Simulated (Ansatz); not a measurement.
The system is FeSe2.

```
Fe Se
1.0
     1.88434    1.08792    5.69707
    -1.88434    1.08792    5.69707
     0.00000   -2.17585    5.69707
Fe Se
1 2
Cartesian
  0.0000 0.0000 0.0000
  0.0000 0.0000 4.3070
  0.0000 0.0000 12.7842
```

The cell was built by a generator and needn't be a form met in nature.

Base run:

* Program: Ansatz 0.2.0
* Functional: PBEsol
* Potentials or basis: all-electron LAPW, scalar-relativistic
* Cutoff: 248 eV (chosen from the basis error)
* Basis error allowed: 0.002 eV/atom
* k mesh: 6 × 6 × 6
* Occupations: gaussian, width 0.05 eV
* Spin: collinear spin, ferromagnetic start
* Starting moments: [3.0, 0.0, 0.0] μB
* Hubbard terms: Fe d U = 3 eV

Its results: pressure -5.1 GPa; site moments Fe +3.65; Se +0.08 μB; largest force 0.036 eV/Å.

Task: The run is repeated on the same cell with these changes: moments at the start from [3.0, 0.0, 0.0] to [1.0, 0.0, 0.0]; fixed moment from none to 1 μB. What comes out?

Result: Pressure -10.0 GPa; site moments Fe +2.28; Se -0.50 μB; largest force 1.167 eV/Å.

Caveats: the k mesh is thin for a metal, which can move the energy by tens of meV per atom; the magnetic state may not be the lowest; U is the effective U less J, on atomic orbitals that reach past the spheres; a cell with one magnetic atom can't hold antiferromagnetic order, which such compounds often take (some runs); the total moment is fixed, so each spin has its own Fermi level (some runs); forces of over 1 eV/Å show positions far from the minimum, so gaps and moduli don't describe the material at rest (some runs).
